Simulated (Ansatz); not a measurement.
Runs of Ansatz 0.2.0 on Au. The cell holds a sheet with vacuum, 2 atoms: a = 4.474 Å, b = 4.474 Å, c = 23.800 Å, α = 90.00°, β = 90.00°, γ = 120.00°. The cell was built by a generator and needn't be a form met in nature.

| task | level | cutoff (eV) | basis error allowed | gap on the mesh (eV) | work function (eV) |
| --- | --- | --- | --- | --- | --- |
| single point | LDA | 297 | 0.002 eV/atom | 0.47 | 6.31 |
| single point | PBEsol | 298 | 0.002 eV/atom | 0.45 | (a) |
| single point | PBE | 320 | 0.001 eV/atom | 0.42 | 5.86 |
| single point | PBE | 298 | 0.002 eV/atom | 0.42 | 5.86 |
| projected density of states | PBE | 298 | 0.002 eV/atom | - | 5.86 |

Alike in all rows: potentials or basis all-electron LAPW, scalar-relativistic; no spin polarisation; cell as given; k mesh 7 × 7 × 1; smearing fermi-dirac 0.05 eV.

Fill in the values left out.

(a) 6.01.

Caveats: spin-orbit coupling is left out, which moves the levels of the heavy elements; the density of states is complete only up to the lowest level of the last band computed (some runs).

A k mesh can miss the band edges, and the runs leave out spin-orbit coupling on Au.
